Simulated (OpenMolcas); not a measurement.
# Fe²⁺ among point charges: CASSCF and CASPT2 levels and susceptibility

Aim: the splitting of the states of Fe²⁺ in the field of 3 point charges, its lowest levels with spin-orbit coupling and its magnetic susceptibility.

Method: state-averaged CASSCF and CASPT2, spin-orbit coupling by RASSI with atomic mean-field integrals. Code: OpenMolcas 26.06.

### 1 Starting point

- Species: Fe²⁺ (iron, Z = 26, 24 electrons)
- Basis: ANO-RCC-VTZP [6s5p3d2f1g], 59 functions
- Scalar Hamiltonian: DKH2, point nucleus
- Inactive shells: 1s 2s 2p 3s 3p
- Active space: 6 electrons in 5 orbitals (3d)
- Some configurations of this space: 3d6
- Orbitals: optimised for each spin and parity, averaged over all roots

Outer shells as boxes (Hund's rule):

3d6
```
3d [↑↓][↑ ][↑ ][↑ ][↑ ]
```

The ion sits among 3 point charges of -2 e arranged as a planar triangle (D3h), 1.99 Å from the ion.

Each step is its own input file, run in one work folder so that later steps find the files of earlier ones. Labels, J, g values, rates, χT and fits are worked out afterwards by a script from the matrices that RASSI stores.

### 2 GATEWAY and SEWARD: basis and integrals

The input, a.inp:

```
&GATEWAY
Coord
1

Fe 0.0 0.0 0.0
Basis=ANO-RCC-VTZP
Group=NoSym
NoMove
AngMom=0.0 0.0 0.0
AMFI
XField
3 Angstrom 0
1.990000 0.000000 0.000000 -2.000000
-0.995000 1.723391 0.000000 -2.000000
-0.995000 -1.723391 0.000000 -2.000000
&SEWARD
```

The run is started by

```sh
> OMP_NUM_THREADS=1 MOLCAS_MEM=1689 MOLCAS_PROJECT=a pymolcas a.inp > a.log
```

### 3 Reference wave functions, quintets, 5 roots

The input, a.inp:

```
&RASSCF
FileOrb=start.orb
Symmetry=1
Spin=5
nActEl=6 0 0
Inactive=9
Ras2=5
CIRoot=5 5 1
SDav=5
CIMx=300
Iter=120 100
PrWF=0.3
OrbListing=Nothing
MaxOrb=0
>>> COPY $Project.JobIph JOB001
```

start.orb holds the contracted functions of the basis, ordered by shell, or the orbitals of the step before.

### 4 Reference wave functions, triplets, 45 roots

The input, a.inp:

```
&RASSCF
FileOrb=start.orb
Symmetry=1
Spin=3
nActEl=6 0 0
Inactive=9
Ras2=5
CIRoot=45 45 1
SDav=45
CIMx=300
Iter=120 100
PrWF=0.3
OrbListing=Nothing
MaxOrb=0
>>> COPY $Project.JobIph JOB002
```

### 5 Reference wave functions, singlets, 50 roots

The input, a.inp:

```
&RASSCF
FileOrb=start.orb
Symmetry=1
Spin=1
nActEl=6 0 0
Inactive=9
Ras2=5
CIRoot=50 50 1
SDav=50
CIMx=300
Iter=120 100
PrWF=0.3
OrbListing=Nothing
MaxOrb=0
>>> COPY $Project.JobIph JOB003
```

### 6 State interaction with spin-orbit coupling

The input, a.inp:

```
&RASSI
NrOfJobIphs=3 5 45 50
1 2 3 4 5
1 2 3 4 5 6 7 8 9 10 11 12 13 14 15 16 17 18 19 20 21 22 23 24 25 26 27
28 29 30 31 32 33 34 35 36 37 38 39 40 41 42 43 44 45
1 2 3 4 5 6 7 8 9 10 11 12 13 14 15 16 17 18 19 20 21 22 23 24 25 26 27
28 29 30 31 32 33 34 35 36 37 38 39 40 41 42 43 44 45 46 47 48 49 50
IphNames
JOB001
JOB002
JOB003
EJob
SpinOrbit
DIPRint=1.0
SOCoupling=1000.0
Subsets=2
Property=9
'ANGMOM' 1 'ANGMOM' 2 'ANGMOM' 3 'MLTPL  1' 1 'MLTPL  1' 2 'MLTPL  1' 3
'AMFI' 1 'AMFI' 2 'AMFI' 3
SOProperty=3
'ANGMOM' 1 'ANGMOM' 2 'ANGMOM' 3
```

### 7 CASPT2: IPEA 0.25, imaginary shift 0.1 (closed shells correlated: 3s 3p)

The input, a.inp:

```
>>> COPY JOB001 $Project.JobIph
&CASPT2
Multistate=5 1 2 3 4 5
NoMult
Frozen=5
IPEA=0.25
Imaginary=0.1
MaxIter=60
WThr=0.0 0.3 0.05
PrWF=0.5
NoMix
>>> COPY JOB002 $Project.JobIph
&CASPT2
Multistate=45 1 2 3 4 5 6 7 8 9 10 11 12 13 14 15 16 17 18 19 20 21 22
23 24 25 26 27 28 29 30 31 32 33 34 35 36 37 38 39 40 41 42 43 44 45
NoMult
Frozen=5
IPEA=0.25
Imaginary=0.1
MaxIter=60
WThr=0.0 0.3 0.05
PrWF=0.5
NoMix
>>> COPY JOB003 $Project.JobIph
&CASPT2
Multistate=50 1 2 3 4 5 6 7 8 9 10 11 12 13 14 15 16 17 18 19 20 21 22
23 24 25 26 27 28 29 30 31 32 33 34 35 36 37 38 39 40 41 42 43 44 45 46
47 48 49 50
NoMult
Frozen=5
IPEA=0.25
Imaginary=0.1
MaxIter=60
WThr=0.0 0.3 0.05
PrWF=0.5
NoMix
```

(Steps that only read results are left out.)

**Question.** What will these runs give? Wanted: spin-free ground state; first state of the same spin within the active space; lowest level; next level.

**Answer**, as computed:

| quantity | value |
| --- | --- |
| method | SS-CASPT2, IPEA 0.25, imaginary shift 0.1 (closed shells correlated: 3s 3p) |
| spin-free ground state | 5A1, 1-fold in its orbital part |
| first state of the same spin within the active space | 5E at 4840 cm⁻¹ |
| lowest level | 1-fold A1 |
| next level | 8.9 cm⁻¹ |
| χT at 300 K | 3.32 cm³ K/mol |
| effective moment at 300 K | 5.15 μB |

Cost by method:

| method | time of its own steps | time with the reference |
| --- | --- | --- |
| A. CASSCF | 31 s | 31 s |
| B. SS-CASPT2, IPEA 0.25, imaginary shift 0.1, +3s 3p | 27 s | 58 s |

Times are of one thread on a shared host.

The spin-free ground state (5A1) comes to 100 % from free-ion D terms and keeps the highest spin of the shell. χT at 300 K is 3.32, against 3.01 cm³ K/mol for the spin alone, so orbital moment adds to it. An active space of the d shell alone favours high spin; real ions in strong fields can be low spin. CASPT2 does not keep the components of a term degenerate, and the means are used. The field of point charges can differ much from that of real complexes. With metal d orbitals alone active, the gaps between spin states are rough; where two lie within a few thousand cm-1, their order is open. Point charges carry no covalency, so the field is a model and not that of real ligands.
